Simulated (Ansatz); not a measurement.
# CH₅ClGeOSi: a ladder of functionals and wavefunction methods

Aim: compute CH₅ClGeOSi with functionals from several rungs and with coupled cluster, and see how far each lands from CCSD(T) at the basis-set limit for the atomisation energy.

Computed with Ansatz 0.2.0, Gaussian basis. Level: functionals in def2-TZVPP, the program's frozen cores in correlated methods.

Plan: PBE-D4, r2SCAN-D4, PBE0-D4, B3LYP-D4, ωB97X-V, ωB97M-V, B2PLYP; CCSD(T)/def2-TZVPP; MP2/def2-QZVPP; extrapolation to the limit.

### 1 The relaxed structure

The geometry comes from an earlier relaxation with PBE0-D4 in a triple-zeta def2 set; it is a stationary point, not always the lowest conformer.

SMILES `[CH3][Ge]1([Cl])[O][SiH2]1`, 10 atoms, charge 0, spin multiplicity 1.

Atoms are counted from 1 here; the program's logs count them from 0.

Bond lengths: C1–Ge2 1.936 Å, C1–H6 1.091 Å, C1–H7 1.090 Å, C1–H8 1.089 Å, Ge2–Cl3 2.160 Å, Ge2–O4 1.884 Å, Ge2–Si5 2.263 Å, O4–Si5 1.650 Å, Si5–H9 1.485 Å, Si5–H10 1.483 Å. Angles: Ge2–C1–H6 107.8°, Ge2–C1–H7 109.6°, Ge2–C1–H8 109.9°, H6–C1–H7 109.9°, H6–C1–H8 109.6°, H7–C1–H8 110.0°, C1–Ge2–Cl3 107.0°, C1–Ge2–O4 108.9°, C1–Ge2–Si5 132.7°, Cl3–Ge2–O4 108.0°, Cl3–Ge2–Si5 118.3°, O4–Ge2–Si5 45.8°, Ge2–O4–Si5 79.3°, Ge2–Si5–O4 54.9°, Ge2–Si5–H9 123.5°, Ge2–Si5–H10 121.3°, O4–Si5–H9 117.3°, O4–Si5–H10 117.8° and more.

### 2 PBE-D4 (GGA)

in.yaml reads:

```yaml
crystal:
  periodic: [false, false, false]
  atoms:
    - {symbol: C, position_ang: [-1.192216, -1.313393, 0.493473]}
    - {symbol: Ge, position_ang: [0.403681, -0.225991, 0.352785]}
    - {symbol: Cl, position_ang: [2.091486, -1.535001, 0.677638]}
    - {symbol: O, position_ang: [0.524537, 0.454672, -1.399352]}
    - {symbol: Si, position_ang: [0.790287, 1.825548, -0.519909]}
    - {symbol: H, position_ang: [-1.125590, -2.102061, -0.257185]}
    - {symbol: H, position_ang: [-2.071406, -0.697159, 0.307031]}
    - {symbol: H, position_ang: [-1.251802, -1.758409, 1.486153]}
    - {symbol: H, position_ang: [-0.239539, 2.892306, -0.595735]}
    - {symbol: H, position_ang: [2.153663, 2.408389, -0.541998]}
basis:
  gaussian: {orbitals: def2-TZVPP}
hamiltonian: {xc: pbe, dispersion: d4}
output: {forces: true, orbitals: {seedname: orbitals}}
```

Launch:

```
$ ansatz run in.yaml --threads 4 --pin off --events-out ev --progress --plain --max-ram 10444MiB
```

Further steps of the session: r2SCAN-D4 (meta-GGA); PBE0-D4 (hybrid); B3LYP-D4 (hybrid); ωB97X-V (range-separated); ωB97M-V (range-separated); B2PLYP (double hybrid); CCSD(T) in def2-TZVPP; MP2 in def2-QZVPP.

Before running them: what should the planned runs give, taken together? Wanted: atomisation energy, CCSD(T)/CBS; farthest; mean size of error, hybrid; mean size of error, range-separated; gap, smallest and largest; T1 diagnostic; triples share of the correlation energy.

As calculated:

| quantity | value |
| --- | --- |
| atomisation energy, CCSD(T)/CBS | 819.1 kcal/mol |
| functionals within 8.2 kcal/mol (1.0 %) | PBE-D4, r2SCAN-D4, PBE0-D4, ωB97X-V, ωB97M-V |
| farthest | B2PLYP (-15.4 kcal/mol) |
| mean size of error, hybrid | 8.6 kcal/mol |
| mean size of error, range-separated | 2.5 kcal/mol |
| gap, smallest and largest | 3.66 eV (PBE-D4), 9.80 eV (ωB97X-V) |
| T1 diagnostic | 0.0129 |
| triples share of the correlation energy | 4.1 % |

What this shows: PBE-D4 is off by +7.3 kcal/mol. Double hybrids carry the basis error of their MP2 part in triple zeta, and no dispersion term here, so their miss is partly the set-up's. Misses under about 8.2 kcal/mol are within the doubt on the reference itself, which lacks core-valence correlation, relativity and higher excitations, and its outer-core shells are covered unevenly. Hartree-Fock recovers 71 % of the binding; the rest is correlation. Orbital gaps span 3.7 to 9.8 eV; exact exchange widens them. Correlated methods include outer-core shells of Ge, which these sets cover unevenly.
